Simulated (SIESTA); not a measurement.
The system is Li2P.

```
Li P
1.0
     4.69488    0.00000    0.00000
     2.44730    4.00658    0.00000
    -3.57109   -2.00329    2.29697
Li P
2 1
Cartesian
  4.6555 2.6085 0.0193
  2.3435 1.2531 -0.0928
  0.0730 -0.0887 -0.0117
```

The cell was built by a generator and needn't be a form met in nature.

The cell isn't the ideal one: atoms moved at random, drawn with an rms of 0.1 Å.

| Property | Result |
| --- | --- |
| Program | SIESTA 5.4.2 |
| Task | relaxation of cell and atoms |
| Functional | LDA |
| Potentials or basis | PseudoDojo 0.4 standard (LDA files) |
| Basis | TZP (energy shift 0.02 Ry) |
| Grid cutoff | 800 Ry |
| Energy shift | 0.02 Ry |
| k mesh | 11 × 11 × 11 |
| Occupations | fermi-dirac, width 0.05 eV |
| Spin | no spin polarisation |

At the start: pressure -4.2 GPa; volume 14.40 Å³/atom.

How do energy, volume and symmetry change on relaxing?

Over 27 steps the energy falls by 68.2 meV/atom and the volume is 13.11 Å³/atom (-9.0 %); space group I4/mmm (No. 139, to 0.05 Å).

Step by step:
| step | energy change (eV) | largest force (eV/Å) | pressure (GPa) | volume (Å³) |
| --- | --- | --- | --- | --- |
| 1 | 0.0000 | 0.6229 | -4.15 | 43.21 |
| 2 | -0.0287 | 0.4995 | -4.02 | 43.09 |
| 3 | -0.0838 | 0.2578 | -3.23 | 42.60 |
| 4 | -0.0964 | 0.3474 | -3.32 | 42.22 |
| 5 | -0.1743 | 0.2491 | -1.42 | 40.27 |
| 6 | -0.1541 | 0.2491 | -2.20 | 41.07 |
| 7 | -0.1892 | 0.1585 | -0.61 | 39.81 |
| 8 | -0.1590 | 0.2014 | -1.95 | 41.03 |
| 9 | -0.1926 | 0.2101 | -0.85 | 39.90 |
| 10 | -0.1600 | 0.2345 | 3.19 | 37.54 |
| 11 | -0.1933 | 0.1685 | 1.42 | 38.45 |
| 12 | -0.1953 | 0.1530 | 1.26 | 38.55 |
| 13 | -0.1734 | 0.3067 | 2.38 | 37.97 |
| 14 | -0.1974 | 0.1810 | 0.68 | 38.92 |
| 15 | -0.1091 | 0.6287 | 4.16 | 37.25 |
| 16 | -0.2005 | 0.1067 | 0.54 | 39.00 |
| 17 | -0.1878 | 0.1755 | 1.56 | 38.44 |
| 18 | -0.2004 | 0.1545 | -0.34 | 39.56 |
| 19 | -0.1999 | 0.0715 | 0.76 | 38.88 |
| 20 | -0.2027 | 0.0786 | 0.34 | 39.12 |
| 21 | -0.2033 | 0.0414 | 0.33 | 39.13 |
| 22 | -0.2044 | 0.0203 | 0.03 | 39.32 |
| 23 | -0.2044 | 0.0182 | -0.01 | 39.34 |
| 24 | -0.2044 | 0.0172 | -0.03 | 39.35 |
| 25 | -0.2044 | 0.0166 | -0.03 | 39.36 |
| 26 | -0.2044 | 0.0225 | -0.05 | 39.36 |
| 27 | -0.2046 | 0.0073 | -0.01 | 39.34 |

Final structure:
```cif
data_structure
_symmetry_space_group_name_H-M 'P 1'
_symmetry_Int_Tables_number 1
_cell_length_a 4.3860
_cell_length_b 4.3858
_cell_length_c 4.3874
_cell_angle_alpha 136.624
_cell_angle_beta 136.595
_cell_angle_gamma 62.994
_cell_volume 39.34
loop_
_atom_site_label
_atom_site_type_symbol
_atom_site_fract_x
_atom_site_fract_y
_atom_site_fract_z
_atom_site_occupancy
Li1 Li 0.66012 0.63562 0.98854 1
Li2 Li 0.33798 0.31306 0.98676 1
P1 P 0.99906 0.97430 0.98753 1
```

Caveat: semicore shells carry a single zeta, which can move pressures by several GPa and volumes by a few percent; the basis of atomic orbitals isn't converged, which shifts pressures, moduli and gaps.
